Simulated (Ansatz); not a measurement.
# C3H9BSi: basis-set convergence

The task here is to estimate one member of a computed series from the others.

Computed with Ansatz 0.2.0, Gaussian basis. Level: one geometry, several basis sets.

Levels to be run: PBE0-D4/def2-SVP; ωB97M-V/def2-SVP; PBE0-D4/def2-QZVPP; ωB97M-V/def2-QZVPP; the functionals' def2-TZVPP values are taken from earlier runs.

**Structure used throughout**

The geometry comes from an earlier relaxation with PBE0-D4 in a triple-zeta def2 set; it is a stationary point, not always the lowest conformer.

SMILES `BC(=C)[SiH2]C`, 14 atoms, charge 0, spin multiplicity 1.

Atoms are counted from 1 here; the program's logs count them from 0.

Bond lengths: B1–C2 1.542 Å, B1–H6 1.199 Å, B1–H7 1.200 Å, C2–C3 1.345 Å, C2–Si4 1.871 Å, C3–H8 1.090 Å, C3–H9 1.089 Å, Si4–C5 1.870 Å, Si4–H10 1.492 Å, Si4–H11 1.491 Å, C5–H12 1.092 Å, C5–H13 1.092 Å, C5–H14 1.093 Å. Angles: C2–B1–H6 122.0°, C2–B1–H7 119.3°, H6–B1–H7 118.8°, B1–C2–C3 117.4°, B1–C2–Si4 121.7°, C3–C2–Si4 120.9°, C2–C3–H8 123.0°, C2–C3–H9 121.1°, H8–C3–H9 115.9°, C2–Si4–C5 110.9°, C2–Si4–H10 108.9°, C2–Si4–H11 109.1°, C5–Si4–H10 110.4°, C5–Si4–H11 109.3°, H10–Si4–H11 108.1°, Si4–C5–H12 111.0°, Si4–C5–H13 110.8°, Si4–C5–H14 110.5° and more.

Geometry (Å):

```
atom    x (Å)    y (Å)    z (Å)
  B1   0.0691   1.5337   1.2320
  C2  -0.1696   0.0391   0.9376
  C3  -1.0111  -0.6245   1.7497
 Si4   0.6604  -0.8248  -0.5001
  C5   0.1920  -0.0215  -2.1230
  H6   0.7906   2.2076   0.5514
  H7  -0.4826   2.0422   2.1680
  H8  -1.2476  -1.6806   1.6241
  H9  -1.5006  -0.1241   2.5841
 H10   0.2602  -2.2624  -0.4963
 H11   2.1388  -0.7546  -0.3237
 H12   0.7041  -0.5027  -2.9594
 H13  -0.8845  -0.0924  -2.2950
 H14   0.4676   1.0359  -2.1205
```

Set-up of the first run:

Contents of in.yaml:

```yaml
crystal:
  periodic: [false, false, false]
  atoms:
    - {symbol: B, position_ang: [0.069055, 1.533676, 1.231952]}
    - {symbol: C, position_ang: [-0.169634, 0.039087, 0.937591]}
    - {symbol: C, position_ang: [-1.011147, -0.624538, 1.749736]}
    - {symbol: Si, position_ang: [0.660417, -0.824769, -0.500110]}
    - {symbol: C, position_ang: [0.192001, -0.021461, -2.122953]}
    - {symbol: H, position_ang: [0.790570, 2.207578, 0.551424]}
    - {symbol: H, position_ang: [-0.482569, 2.042193, 2.168014]}
    - {symbol: H, position_ang: [-1.247591, -1.680627, 1.624054]}
    - {symbol: H, position_ang: [-1.500556, -0.124087, 2.584092]}
    - {symbol: H, position_ang: [0.260209, -2.262360, -0.496305]}
    - {symbol: H, position_ang: [2.138842, -0.754646, -0.323713]}
    - {symbol: H, position_ang: [0.704129, -0.502656, -2.959359]}
    - {symbol: H, position_ang: [-0.884459, -0.092405, -2.295015]}
    - {symbol: H, position_ang: [0.467634, 1.035913, -2.120509]}
basis:
  gaussian: {orbitals: def2-SVP}
hamiltonian: {xc: pbe0, dispersion: d4}
output: {orbitals: {seedname: orbitals}}
```

Steps of the session up to this table: PBE0-D4 in def2-SVP; ωB97M-V in def2-SVP; PBE0-D4 in def2-QZVPP; ωB97M-V in def2-QZVPP.

One of the session's tables, all rows but one given; the rest of the session is left out.

It belongs to the step «Functionals by basis». 

```
functional       basis  HOMO (eV)  LUMO (eV)
   PBE0-D4    def2-SVP      -8.24      -2.11
   PBE0-D4  def2-TZVPP      -8.24      -2.19
   PBE0-D4  def2-QZVPP      -8.25      -2.21
   ωB97M-V    def2-SVP     -10.41      -0.01
   ωB97M-V  def2-TZVPP     -10.45      -0.17
   ωB97M-V  def2-QZVPP          ?          ?
```

**Question.** Estimate the row for ωB97M-V, def2-QZVPP.

**Answer.** HOMO (eV): -10.45; LUMO (eV): -0.22.
